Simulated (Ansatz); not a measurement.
Born–Oppenheimer molecular dynamics of a periodic cell of 24 atoms, AlH6ClO4 (host AlH6ClO4, host structure C2/c). It goes on from the last frame of an earlier run, with new velocities.

Computed with DFT LDA, scalar-relativistic, plane waves, PAW (Ansatz). Settings: accuracy low, cutoff 420 eV, k mesh 2x2x3, fermi-dirac smearing 0.05 eV, no spin polarisation.

* ensemble: NVT, Langevin thermostat
* time step: 0.5 fs
* steps asked: 270
* set temperature: 1560 K
* friction: 0.05 /fs
* seed: 226165

First frame:

```xyz
24
Lattice="4.4788 -6.7393 0.0000 4.4788 6.7393 0.0000 -2.9102 0.0000 4.3467" Properties=species:S:1:pos:R:3
Al 3.595 6.060 1.413
Al 2.190 -6.025 3.406
H 1.183 1.387 1.561
H 5.827 0.536 0.807
H 4.682 -0.780 3.353
H -0.339 -1.339 3.928
H 6.559 -2.685 0.691
H 1.261 -1.095 2.055
H -0.043 1.653 3.075
H 4.622 1.808 3.380
H 2.869 3.565 1.778
H 5.319 5.683 0.534
H 3.034 -4.035 2.861
H 0.754 -3.425 4.103
Cl 2.365 2.096 2.678
Cl 4.010 -2.199 0.593
O 0.463 0.949 1.069
O 6.705 0.534 1.593
O 5.264 -0.371 3.890
O -1.120 -0.718 3.345
O 2.952 4.242 1.245
O 5.063 5.016 1.167
O 3.660 -4.909 3.436
O 0.955 -4.655 3.100
```

Problem. What does the run give?

Solution. The run went to its last step.

```
steps done                                               : 270
time covered                                             : 135 fs
mean temperature over the second half                    : 1478 K
spread of the potential energy over the second half      : 17.7 meV per atom
mean potential energy of the second half above the start : -129.2 meV per atom
```

A run of 0.14 ps of so small a system gives no equilibrium averages. Limits of this set-up: low accuracy level.

Problem. What happens to the structure?

Solution. Mean squared displacements from the first frame to the last, about the centre of mass: Al 0.09 Å², H 1.01 Å², Cl 0.08 Å², O 0.18 Å². This is one draw of velocities; another would differ in detail.

Problem. How do temperature and energy run in time?

Solution. 
| time (fs) | T (K) | potential energy less start (eV) |
| --- | --- | --- |
| 0.0 | 1495 | 0.000 |
| 4.5 | 1579 | 0.502 |
| 9.0 | 1648 | 0.497 |
| 13.5 | 2179 | -2.456 |
| 18.0 | 2449 | -4.060 |
| 22.5 | 1868 | -2.330 |
| 27.0 | 2140 | -3.667 |
| 31.5 | 1552 | -3.300 |
| 36.0 | 1625 | -4.487 |
| 40.5 | 1875 | -4.495 |
| 45.0 | 1315 | -3.707 |
| 49.5 | 1445 | -4.067 |
| 54.0 | 1818 | -3.935 |
| 58.5 | 1529 | -2.983 |
| 63.0 | 1249 | -2.582 |
| 67.5 | 1492 | -3.138 |
| 72.0 | 1106 | -2.574 |
| 76.5 | 1292 | -2.974 |
| 81.0 | 1475 | -3.584 |
| 85.5 | 2105 | -3.526 |
| 90.0 | 2019 | -4.165 |
| 94.5 | 1405 | -2.941 |
| 99.0 | 1351 | -2.640 |
| 103.5 | 1820 | -3.030 |
| 108.0 | 1558 | -3.100 |
| 112.5 | 1696 | -3.688 |
| 117.0 | 1112 | -2.873 |
| 121.5 | 1408 | -3.199 |
| 126.0 | 1352 | -2.965 |
| 130.5 | 1265 | -2.627 |
| 135.0 | 1307 | -3.140 |

Time of the run: 19 min on 1 thread of Intel(R) Xeon(R) Platinum 8488C (Sapphire Rapids), on a shared host, peak memory 0.57 GiB.
